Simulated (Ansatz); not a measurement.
# LuPb2: the cost of one run

Computed with Ansatz 0.2.0 (DFT PBEsol, scalar-relativistic, unless a step's input says otherwise).

## 1. Starting point

Symmetry: I4/mmm, No. 139, tetragonal system. The conventional cell has a = 3.706 Å, b = 3.706 Å, c = 13.120 Å, α = 90.00°, β = 90.00°, γ = 90.00°. Lu (site symmetry 4/mmm) is surrounded by 8 Pb at 3.42 Å and 4 Lu at 3.71 Å. Pb (site symmetry 4mm) has 8 Pb at 3.41 to 3.71 Å and 4 Lu at 3.42 Å in its first shell of neighbours.

Coordinates:

```xyz
3
Lattice="-1.8531 1.8531 6.5600 1.8531 -1.8531 6.5600 1.8531 1.8531 -6.5600" Properties=species:S:1:pos:R:3 pbc="T T T"
Lu    0.0000    0.0000    0.0000
Pb    0.0000    0.0000    4.3690
Pb    0.0000    0.0000    8.7510
```

Atoms are numbered in the order of the input: Lu1, Pb2, Pb3.

## 2. The deformed structure

Space group I4/mmm before, I4/mmm after.

## 3. All-electron LAPW

input.yaml reads:

```yaml
crystal:
  lattice:
    - [-1.85305, 1.85305, 6.6256]
    - [1.85305, -1.85305, 6.6256]
    - [1.85305, 1.85305, -6.6256]
  atoms:
    - { symbol: Lu, position: [0.0, 0.0, 0.0] }
    - { symbol: Pb, position: [0.333, 0.333, 0.0] }
    - { symbol: Pb, position: [0.667, 0.667, 0.0] }
kpoints:
  mp_grid: { grid: [12, 12, 12] }
  band_path:
    path:
      - [0.0, 0.0, 0.0]
      - [0.0, 0.0, 0.5]
      - [0.25, 0.25, 0.25]
      - [0.0, 0.5, 0.0]
      - [0.0, 0.0, 0.0]
      - [0.5, 0.5, -0.5]
      - [0.2695552719, 0.7304447281, -0.2695552719]
      - [-0.2695552719, 0.2695552719, 0.2695552719]
      - [0.0, 0.0, 0.0]
    npoints: 5
scf:
  occupations: { method: fermi_dirac, width: 0.05 }
hamiltonian:
  xc: pbesol
  pseudopotentials: { kind: all_electron, lapw: { basis_error: 0.001 } }
output:
  forces: true
  stress: true
  eigenvalues: true
```

The run is started by

```bash
ansatz run input.yaml --threads 1 --pin off --max-ram 4096MiB --backend cpu --events-out ev --progress --plain --runs-dir out
```

**Question.** How long does this run take on 1 thread of Intel Xeon Platinum 8488C (Sapphire Rapids), shared host, and how much memory does it need?

About 1.7 min, with a peak of 1.2 GiB.
